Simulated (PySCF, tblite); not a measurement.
# C4H12N2OSi2: geometry, infrared bands and NMR shifts

Wanted: the infrared bands and NMR shifts of C4H12N2OSi2 (`C=C[Si@@H]([SiH2]N)N(C)C=O`), by calculation.

Programs: tblite 0.8.0 and PySCF 2.14.0, with density-fitted response routines of our own. Each step states its level of theory. These are calculated values for one molecule in the gas phase, unless marked as measured. Atoms are numbered from 0 throughout.

## (1) The molecule as given

21 atoms, charge 0, multiplicity 1; geometry from: force field or distance geometry start.

Bonds of the start (Å): C0–C1 1.32, C1–Si2 1.83, Si2–Si3 2.26, Si3–N4 1.79, Si2–N5 1.77, N5–C6 1.44, N5–C7 1.43, C7–O8 1.26, C0–H9 1.10, C0–H10 1.09, C1–H11 1.11, Si2–H12 1.47, Si3–H13 1.48, Si3–H14 1.46, N4–H15 1.03, N4–H16 1.03, C6–H17 1.11, C6–H18 1.12, C6–H19 1.11, C7–H20 1.07.

## (2) Geometry optimisation with GFN2-xTB

Job settings and geometry (Å):

```
{"job": {"kind": "relax", "xc": "GFN2-xTB", "basis": "xTB"}, "charge": 0, "multiplicity": 1}
C     -1.934600    -2.316400     0.340500
C     -0.701700    -2.015700    -0.036600
Si    -0.266000    -0.398500    -0.785900
Si    -1.644800     1.241200    -0.080700
N     -0.597700     2.475100     0.687300
N      1.374400     0.023500    -0.284400
C      2.112700    -0.867900     0.573800
C      1.919200     1.261000    -0.758100
O      1.166500     1.939700    -1.506600
H     -2.137600    -3.300000     0.795100
H     -2.741400    -1.592600     0.194200
H      0.054300    -2.800400     0.150900
H     -0.365800    -0.493100    -2.251700
H     -2.519600     0.690400     0.980600
H     -2.431100     1.830200    -1.163800
H     -0.123100     2.983600    -0.076400
H     -1.078500     3.061700     1.377000
H      1.451800    -1.501300     1.208100
H      2.824600    -0.286200     1.221600
H      2.730400    -1.530400    -0.072200
H      2.899100     1.613200    -0.513200
```

Started as:

```
> OMP_NUM_THREADS=1 python probes_run.py task.json out
```

The driver reads the jobs from task.json and runs them one after another.

**Question.** This job is followed by: GFN2-xTB harmonic vibrations, gas phase; GIAO PBE0/pcSseg-1 NMR shielding, non-relativistic, gas phase. Predict these results of the whole session: strongest single infrared mode (GFN2-xTB); zero-point energy (GFN2-xTB); ¹³C shifts against TMS (PBE0/pcSseg-1); ¹H shifts against TMS (PBE0/pcSseg-1, means over atoms taken as alike); ²⁹Si shifts against TMS (PBE0/pcSseg-1); ¹⁵N shifts against NH3 (PBE0/pcSseg-1); ¹⁷O shifts against H2O (PBE0/pcSseg-1).

As calculated:

| quantity | value |
| --- | --- |
| strongest single infrared mode (GFN2-xTB) | 2166 cm⁻¹, 517 km/mol |
| zero-point energy (GFN2-xTB) | 97.0 kcal/mol |
| ¹³C shifts against TMS (PBE0/pcSseg-1) | 174.0, 144.8, 143.9, 31.9 ppm |
| ¹H shifts against TMS (PBE0/pcSseg-1, means over atoms taken as alike) | 8.26, 6.91, 6.47, 5.97, 5.56, 5.23, 5.09, 3.05, 0.30 ppm |
| ²⁹Si shifts against TMS (PBE0/pcSseg-1) | -36.7, -57.3 ppm |
| ¹⁵N shifts against NH3 (PBE0/pcSseg-1) | 127.4, -4.3 ppm |
| ¹⁷O shifts against H2O (PBE0/pcSseg-1) | 406.2 ppm |

What this shows: Relaxing lowered the energy by 0.891 eV in 166 steps; the close pair that moved most is N5–C7, from 1.433 to 1.323 Å. No mode is imaginary among the 57: a minimum at this level. The strongest single mode, at 2166 cm⁻¹, moves mainly H12 and H13. Unscaled tight-binding wavenumbers are off by several per cent, some by more. Its intensities can rank the bands wrongly. The most deshielded carbon is C7 (amide carbonyl carbon), at 174.0 ppm: it is a carbonyl in resonance with an O or N lone pair, the region of acids, esters and amides. At PBE0/pcSseg-1: The largest span, 592 ppm, is at O8, where the paramagnetic term is -476 ppm.
